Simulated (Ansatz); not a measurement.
# CH7BN2OSi: up Jacob's ladder to CCSD(T)

Aim: compute CH7BN2OSi with functionals from several rungs and with coupled cluster. The yardstick is the atomisation energy at the CCSD(T) limit.

Computed with Ansatz 0.2.0, Gaussian basis. Level: functionals in def2-TZVPP, the program's frozen cores in correlated methods.

Plan: PBE-D4, r2SCAN-D4, PBE0-D4, B3LYP-D4, ωB97X-V, ωB97M-V, B2PLYP; CCSD(T)/def2-TZVPP; MP2/def2-QZVPP; extrapolation to the limit.

### 1 Structure used throughout

The geometry comes from an earlier relaxation with PBE0-D4 in a triple-zeta def2 set; it is a stationary point, not always the lowest conformer.

13 atoms, charge 0, spin multiplicity 1.

Atoms are counted from 1 here; the program's logs count them from 0.

Bond lengths: B1–Si2 1.953 Å, B1–N3 1.629 Å, B1–H7 1.200 Å, B1–H8 1.197 Å, Si2–N3 1.878 Å, Si2–N4 1.709 Å, Si2–H9 1.484 Å, N3–H10 1.010 Å, N3–H11 1.010 Å, N4–C5 1.250 Å, C5–O6 1.338 Å, C5–H12 1.095 Å, O6–H13 0.968 Å. Angles: Si2–B1–N3 62.5°, Si2–B1–H7 115.6°, Si2–B1–H8 119.5°, N3–B1–H7 111.4°, N3–B1–H8 113.2°, H7–B1–H8 120.2°, B1–Si2–N3 50.3°, B1–Si2–N4 127.1°, B1–Si2–H9 125.6°, N3–Si2–N4 113.9°, N3–Si2–H9 104.6°, N4–Si2–H9 106.8°, B1–N3–Si2 67.2°, B1–N3–H10 117.2°, B1–N3–H11 116.3°, Si2–N3–H10 119.0°, Si2–N3–H11 121.1°, H10–N3–H11 110.1° and more.

### 2 PBE-D4 (GGA)

in.yaml reads:

```yaml
crystal:
  periodic: [false, false, false]
  atoms:
    - {symbol: B, position_ang: [-0.377774, -1.974083, -0.222954]}
    - {symbol: Si, position_ang: [-0.221290, -0.440304, 0.975690]}
    - {symbol: N, position_ang: [1.065069, -1.222107, -0.147731]}
    - {symbol: N, position_ang: [-0.559334, 1.193857, 0.608965]}
    - {symbol: C, position_ang: [-0.327578, 1.945021, -0.363489]}
    - {symbol: O, position_ang: [-0.811330, 3.187785, -0.472829]}
    - {symbol: H, position_ang: [-0.928499, -1.761177, -1.267277]}
    - {symbol: H, position_ang: [-0.357286, -3.081244, 0.232001]}
    - {symbol: H, position_ang: [0.398895, -0.456722, 2.323279]}
    - {symbol: H, position_ang: [1.831720, -1.733227, 0.266650]}
    - {symbol: H, position_ang: [1.373082, -0.758678, -0.990536]}
    - {symbol: H, position_ang: [0.286916, 1.718859, -1.241365]}
    - {symbol: H, position_ang: [-1.352290, 3.347220, 0.314496]}
basis:
  gaussian: {orbitals: def2-TZVPP}
hamiltonian: {xc: pbe, dispersion: d4}
output: {forces: true, orbitals: {seedname: orbitals}}
```

Launch:

```sh
$ ansatz run in.yaml --threads 4 --pin off --events-out ev --progress --plain --max-ram 10444MiB
```

After this run come: r2SCAN-D4 (meta-GGA); PBE0-D4 (hybrid); B3LYP-D4 (hybrid); ωB97X-V (range-separated); ωB97M-V (range-separated); B2PLYP (double hybrid); CCSD(T) in def2-TZVPP; MP2 in def2-QZVPP.

**Question.** What will the summary of the whole plan be? Wanted: atomisation energy, CCSD(T)/CBS; farthest; mean size of error, hybrid; mean size of error, range-separated; gap, smallest and largest; T1 diagnostic; triples share of the correlation energy.

**Answer**, as computed:

| quantity | value |
| --- | --- |
| atomisation energy, CCSD(T)/CBS | 49.487 eV |
| functionals within 0.247 eV (0.5 %) | none; nearest B2PLYP (-0.305 eV) |
| farthest | PBE-D4 (+1.680 eV) |
| mean size of error, hybrid | 0.377 eV |
| mean size of error, range-separated | 0.452 eV |
| gap, smallest and largest | 3.95 eV (PBE-D4), 10.35 eV (ωB97X-V) |
| T1 diagnostic | 0.0140 |
| triples share of the correlation energy | 4.2 % |

What this shows: PBE-D4 is off by +1.680 eV. Double hybrids carry the basis error of their MP2 part in triple zeta, and no dispersion term here, so their miss is partly the set-up's. Misses under about 0.247 eV are within the doubt on the reference itself, which lacks core-valence correlation, relativity and higher excitations. Hartree-Fock recovers 69 % of the binding; the rest is correlation. The gap grows from 4.0 to 10.3 eV across the functionals, mostly with the share of exact exchange.
